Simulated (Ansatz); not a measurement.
# LiW3: the cost of one run

Program: Ansatz 0.2.0. Level of theory: DFT PBE, scalar-relativistic, plane waves, PAW. These are calculated values, not measurements.

## Step 1: The starting structure

The structure is tetragonal, space group P4/mmm (No. 123). Conventional cell: a = 2.996 Å, b = 2.996 Å, c = 6.747 Å, α = 90.00°, β = 90.00°, γ = 90.00°. Around Li (site symmetry 4/mmm) lie 2 W at 2.36 Å. W (site symmetry 4mm) is surrounded by 5 W at 2.02 to 2.35 Å and 1 Li at 2.36 Å. W (site symmetry 4/mmm) is surrounded by 8 W at 2.35 Å.

Structure file:

```
CELL_PARAMETERS angstrom
2.99595 0.00000 0.00000
0.00000 2.99595 0.00000
0.00000 0.00000 6.74673
ATOMIC_POSITIONS crystal
Li 0.50000 0.50000 0.00000
W 0.50000 0.50000 0.64949
W 0.50000 0.50000 0.35051
W 0.00000 0.00000 0.50000
```

Recipe of the guess: random cell by space group and Wyckoff sites (P4/mmm, No. 123). Lengths come from tabulated atomic sizes and are only a guess.

## Step 2: A first look at the guess

The input, input.yaml:

```yaml
crystal:
  lattice:
    - [2.99595214, 0.0, 0.0]
    - [0.0, 2.99595214, 0.0]
    - [0.0, 0.0, 6.74672531]
  atoms:
    - { symbol: Li, position: [0.5, 0.5, 0.0] }
    - { symbol: W, position: [0.5, 0.5, 0.64949449] }
    - { symbol: W, position: [0.5, 0.5, 0.35050551] }
    - { symbol: W, position: [0.0, 0.0, 0.5] }
basis:
  ecutwfc: 420
kpoints:
  mp_grid: { grid: [6, 6, 4] }
hamiltonian:
  xc: pbe
scf:
  occupations: { method: gaussian, width: 0.1 }
  lower_state_search: "off"
output:
  forces: true
  stress: true
  eigenvalues: true
```

Launch:

```console
$ ansatz run input.yaml --threads 1 --pin off --max-ram 2560MiB --backend cpu --events-out ev --progress --plain --runs-dir out
```

What time and memory should one allow on 1 thread of INTEL XEON PLATINUM 8581C at 2.10GHz (Emerald Rapids), shared host?

About 2.2 s, with a peak of 0.37 GiB.
